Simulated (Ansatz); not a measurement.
**BiB: how the settings move a single-point run**

How sensitive is a single-point run of BiB to its settings? A reference run comes first, then five runs with altered input. The cell is built on a prototype (rocksalt) and needn't be the phase found in nature.

Computed with Ansatz 0.2.0 (reference: DFT, HSE06, plane waves, PAW, unless a step's input says otherwise).

7 further runs of the same task are left out: 7 that didn't finish.

**1. The structure to begin with**

The structure is cubic, space group Fm-3m (No. 225). Conventional cell: a = 5.254 Å, b = 5.254 Å, c = 5.254 Å, α = 90.00°, β = 90.00°, γ = 90.00°. B (site symmetry m-3m) is surrounded by 6 Bi at 2.63 Å. Around Bi (site symmetry m-3m) lie 6 B at 2.63 Å.

Coordinates:

```cif
data_structure
_symmetry_space_group_name_H-M 'Fm-3m'
_symmetry_Int_Tables_number 225
_cell_length_a 5.2537
_cell_length_b 5.2537
_cell_length_c 5.2537
_cell_angle_alpha 90.000
_cell_angle_beta 90.000
_cell_angle_gamma 90.000
_cell_volume 145.01
loop_
_atom_site_label
_atom_site_type_symbol
_atom_site_symmetry_multiplicity
_atom_site_Wyckoff_symbol
_atom_site_fract_x
_atom_site_fract_y
_atom_site_fract_z
_atom_site_occupancy
B1 B 4 a 0.00000 0.00000 0.00000 1
Bi1 Bi 4 b 0.50000 0.00000 0.00000 1
```

**2. Baseline**

input.yaml reads:

```yaml
crystal:
  lattice:
    - [0.0, 2.6268329169, 2.6268329169]
    - [2.6268329169, 0.0, 2.6268329169]
    - [2.6268329169, 2.6268329169, 0.0]
  atoms:
    - { symbol: B, position: [0.0, 0.0, 0.0] }
    - { symbol: Bi, position: [0.5, 0.5, 0.5] }
kpoints:
  mp_grid: { grid: [4, 4, 4] }
hamiltonian:
  xc: hse06
scf:
  occupations: { method: fermi_dirac, width: 0.02 }
  n_extra_bands: 4
output:
  forces: true
  stress: true
  eigenvalues: true
```

Launch:

```bash
ansatz run input.yaml --threads 4 --pin off --max-ram 3686MiB --backend cpu --events-out ev --progress --plain --runs-dir out
```

**3. Changing settings: exchange pbe, correlation pbe, coeff 0.1**

input.yaml: that of step 2 with these lines changed.

```diff
@@ -11,3 +11,3 @@
 hamiltonian:
-  xc: hse06
+  xc: { exchange: pbe, correlation: pbe, exx: { coeff: 0.1 } }
 scf:
```

**4. Changed: exchange pbe, correlation pbe, coeff 0.75**

input.yaml: that of step 2 with these lines changed.

```diff
@@ -11,3 +11,3 @@
 hamiltonian:
-  xc: hse06
+  xc: { exchange: pbe, correlation: pbe, exx: { coeff: 0.75 } }
 scf:
```

**5. Changing settings: exchange pbe, correlation pbe, coeff 0.35, omega 0.3**

input.yaml: that of step 2 with these lines changed.

```diff
@@ -11,3 +11,3 @@
 hamiltonian:
-  xc: hse06
+  xc: { exchange: pbe, correlation: pbe, exx: { coeff: 0.35, omega: 0.3 } }
 scf:
```

**6. Changing settings: exchange pbe, correlation pbe, coeff 0.05**

input.yaml: that of step 2 with these lines changed.

```diff
@@ -11,3 +11,3 @@
 hamiltonian:
-  xc: hse06
+  xc: { exchange: pbe, correlation: pbe, exx: { coeff: 0.05 } }
 scf:
```

**7. Changed: n_extra_bands 24**

input.yaml: that of step 2 with these lines changed.

```diff
@@ -14,3 +14,3 @@
   occupations: { method: fermi_dirac, width: 0.02 }
-  n_extra_bands: 4
+  n_extra_bands: 24
 output:
```

**Question.** What will these runs give? Wanted: for each run, ending; energy change; pressure; gap; force.

The runs gave:

```tsv
run	ending	energy change	pressure (GPa)	gap (eV)	force (eV/Å)	cycles	time
reference	converged	0	0.7	0.00	0.00	19	3.7 s
1: exchange pbe, correlation pbe, coeff 0.1	converged	not comparable	3.6	0.00	0.00	16	3.3 s
2: exchange pbe, correlation pbe, coeff 0.75	converged	not comparable	-2.1	0.00	0.00	31	5.4 s
3: exchange pbe, correlation pbe, coeff 0.35, omega 0.3	converged	not comparable	0.3	0.00	0.00	14	3.9 s
4: exchange pbe, correlation pbe, coeff 0.05	converged	not comparable	4.0	0.00	0.00	17	3.2 s
5: n_extra_bands 24	converged	0.0 meV/atom	0.7	0.00	0.00	19	4.6 s
```

Residual by cycle in the longest SCF loop of each run; runs are numbered as in the table. The quantity is the density residual dr2, in eV.

```tsv
cycle	reference	run 1	run 2	run 3	run 4	run 5
1	0.0176	0.00195	1.1e-4	0.00178	0.002	0.0185
2	0.00109	4.9e-4	3.5e-5	5.8e-4	5.0e-4	0.00121
3	4.7e-4	1.9e-6	3.4e-5	2.6e-5	1.9e-6	4.7e-4
4	3.3e-4	1.3e-7	3.4e-5	4.3e-7	1.5e-7	3.5e-4
5	2.0e-4	6.3e-9	1.4e-5	1.8e-8	6.1e-9	1.8e-4
6	5.0e-5	7.0e-10	3.1e-6	1.3e-9	6.2e-10	5.0e-5
7	3.8e-6	-	2.3e-6	6.8e-11	-	3.6e-6
8	8.3e-7	-	2.3e-6	-	-	7.4e-7
9	-	-	1.2e-6	-	-	-
10	-	-	2.1e-7	-	-	-
11	-	-	1.2e-7	-	-	-
12	-	-	5.5e-9	-	-	-
```

What this shows: «n_extra_bands 24» leaves the energy as it was.
